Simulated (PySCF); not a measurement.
# C3H9Ga (SMILES C[Ga](C)C): levels of theory compared

We compute a comparison of 6 runs (BLYP/def2-SVP, PBE/def2-SVP, SVWN5/def2-SVP, TPSS/def2-SVP, revPBE/def2-SVP, CCSD(T)/def2-SVP) of C3H9Ga. The job is set up through a Python script.

The results are computed with PySCF 2.14.0.

## Step 1: The structure to begin with

The species is C3H9Ga (13 atoms), meant as a singlet with charge 0. SMILES: `C[Ga](C)C`. One bond was lengthened or shortened from a relaxed shape.

Bond lengths: C1–Ga2 1.976 Å, Ga2–C3 1.976 Å, Ga2–C4 1.976 Å, C1–H5 1.092 Å, C1–H6 1.096 Å, C1–H7 1.092 Å, C3–H8 1.092 Å, C3–H9 1.092 Å, C3–H10 1.096 Å, C4–H11 1.092 Å, C4–H12 1.260 Å, C4–H13 1.092 Å. Some angles: C1–Ga2–C3 119.7°, C1–Ga2–C4 120.1°, C3–Ga2–C4 120.1°, Ga2–C1–H5 111.9°, Ga2–C1–H6 109.2°, Ga2–C1–H7 112.2°, Ga2–C3–H8 111.9°, Ga2–C3–H9 112.2°, Ga2–C3–H10 109.2°, Ga2–C4–H11 112.0°.

## Step 2: A single-point energy at BLYP/def2-SVP (run 1)

Input file run.py:

```python
from pyscf import gto, dft

mol = gto.M(
    atom='''
C       -0.251975       1.667358      -1.084177
Ga       0.165585      -0.010602      -0.127477
C        1.538935      -0.012422       1.293423
C       -0.850175      -1.657502      -0.527257
H        0.630615       2.300158      -1.199717
H       -0.984265       2.240218      -0.504777
H       -0.687725       1.484158      -2.068257
H        2.341785       0.697958       1.084993
H        1.972785      -1.002532       1.446303
H        1.078655       0.291158       2.240063
H       -1.183025      -1.690772      -1.566727
H       -1.882270      -1.692900       0.194460
H       -0.273325      -2.558872      -0.310627
''',
    spin=0,
    verbose=4,
    basis='def2-svp',
    charge=0,
    max_memory=1860,
)

calc0 = dft.RKS(mol, xc='blyp')
calc0.grids.level = 5
calc0.conv_tol = 1e-10
calc0.kernel()
if not calc0.converged:
    calc0 = calc0.newton().run(calc0.mo_coeff, calc0.mo_occ)

energy = calc0.e_tot
print(f'total energy: {energy:.8f} hartree')
```

Command:

```sh
$ OMP_NUM_THREADS=1 python run.py
```

Standard output:

```text
PySCF version 2.14.0

[... 83 lines left out ...]
converged SCF energy = -2044.21984698225
total energy: -2044.21984698 hartree
```

Run time: 59 s. Hardware: 1 thread of Arm Neoverse N1, shared host; peak memory 0.67 GiB.

## Step 3: A single-point energy at PBE/def2-SVP (run 2)

Input file run.py:

```python
from pyscf import gto, dft

mol = gto.Mole()
mol.atom = [
    ('C', (-0.251975, 1.667358, -1.084177)),
    ('Ga', (0.165585, -0.010602, -0.127477)),
    ('C', (1.538935, -0.012422, 1.293423)),
    ('C', (-0.850175, -1.657502, -0.527257)),
    ('H', (0.630615, 2.300158, -1.199717)),
    ('H', (-0.984265, 2.240218, -0.504777)),
    ('H', (-0.687725, 1.484158, -2.068257)),
    ('H', (2.341785, 0.697958, 1.084993)),
    ('H', (1.972785, -1.002532, 1.446303)),
    ('H', (1.078655, 0.291158, 2.240063)),
    ('H', (-1.183025, -1.690772, -1.566727)),
    ('H', (-1.882270, -1.692900, 0.194460)),
    ('H', (-0.273325, -2.558872, -0.310627)),
]
mol.charge = 0
mol.max_memory = 1860
mol.basis = 'def2-svp'
mol.verbose = 3
mol.build()

mf = dft.RKS(mol)
mf.xc = 'pbe'
mf.grids.level = 5
mf.conv_tol = 1e-10
mf.kernel()
if not mf.converged:
    mf = mf.newton().run(mf.mo_coeff, mf.mo_occ)

e_tot = mf.e_tot
print('E(%s) = %.9f' % ('PBE', e_tot))
```

Command:

```sh
$ OMP_NUM_THREADS=1 python run.py
```

Standard output:

```text
converged SCF energy = -2043.77115231984
E(PBE) = -2043.771152320
```

Run time: 59 s. Hardware: 1 thread of Arm Neoverse N1, shared host; peak memory 0.67 GiB.

Runs 3 to 5 aren't shown in full; the table further down has their settings and results.

## Step 4: A single-point energy at CCSD(T)/def2-SVP (run 6)

Input file calc.py:

```python
from pyscf import gto, cc

system = gto.M(
    atom='''
C     -0.476164     3.150850    -2.048798
Ga     0.312910    -0.020035    -0.240897
C      2.908166    -0.023474     2.444215
C     -1.606598    -3.132225    -0.996371
H      1.191690     4.346669    -2.267137
H     -1.859991     4.233398    -0.953890
H     -1.299612     2.804652    -3.908439
H      4.425332     1.318949     2.050340
H      3.728023    -1.894511     2.733117
H      2.038363     0.550209     4.233106
H     -2.235593    -3.195096    -2.960685
H     -3.556975    -3.199117     0.367476
H     -0.516509    -4.835567    -0.587000
''',
    verbose=3,
    unit='bohr',
    max_memory=1860,
    spin=0,
    basis='def2-svp',
)

hf = system.RHF()
hf.conv_tol = 1e-10
hf.kernel()
if not hf.converged:
    hf = hf.newton().run(hf.mo_coeff, hf.mo_occ)

mycc = cc.CCSD(hf, frozen=12)
mycc.kernel()
e_t = mycc.ccsd_t()
e_final = mycc.e_tot + e_t
print('E = %.10f Eh' % e_final)
```

Command:

```sh
$ OMP_NUM_THREADS=1 python calc.py
```

Standard output:

```text
converged SCF energy = -2041.74658327173
E(CCSD) = -2042.449965748219  E_corr = -0.7033824764909604
CCSD(T) correction = -0.0214770422923272
E = -2042.4714427905 Eh
```

Wall time 4.9 min (1 thread of Arm Neoverse N1, shared host); peak memory 1.6 GiB.

## Step 5: All runs side by side

```tsv
run	level	integration grid	frozen core orbitals	energy (Eh)	dipole moment (D) of the reference	HOMO energy (eV)	LUMO energy (eV)	wall time
1	BLYP/def2-SVP	5	–	-2044.219847	0.05	-5.94	-1.22	59 s
2	PBE/def2-SVP	5	–	-2043.771152	0.04	-6.12	-1.28	59 s
3	SVWN5/def2-SVP	5	–	-2040.065393	0.07	-6.23	-1.50	39 s
4	TPSS/def2-SVP	5	–	-2044.269869	0.07	-6.20	-1.16	2.1 min
5	revPBE/def2-SVP	5	–	-2044.067335	0.05	-6.07	-1.18	59 s
6	CCSD(T)/def2-SVP	–	12	-2042.471443	0.13	-10.36	2.36	4.9 min
```

## Step 6: What came out

| quantity | value |
| --- | --- |
| run 6: total energy | -2042.47144 Eh |
| run 6: dipole moment (Hartree–Fock density) | 0.13 D |
| run 6: HOMO energy (Hartree–Fock orbitals) | -10.36 eV |
| run 6: LUMO energy (Hartree–Fock orbitals) | 2.36 eV |
| run 6: HOMO–LUMO gap (Hartree–Fock orbitals) | 12.72 eV |
| run 6: correlation energy (12 core orbitals frozen) | -724.9 mEh |
| run 6: (T) correction | -21.48 mEh |
| run 6: T1 diagnostic | 0.010 |

Over runs 1, 2, 3, 4, 5 the dipole moment (its size) runs from 0.04 D (PBE/def2-SVP) to 0.07 D (SVWN5/def2-SVP). Over runs 1, 2, 3, 4, 5 the HOMO–LUMO gap runs from 4.72 eV (BLYP/def2-SVP) to 5.04 eV (TPSS/def2-SVP). Totals of different functionals can't be ranked against each other. All runs together took 11 min, the longest 4.9 min.
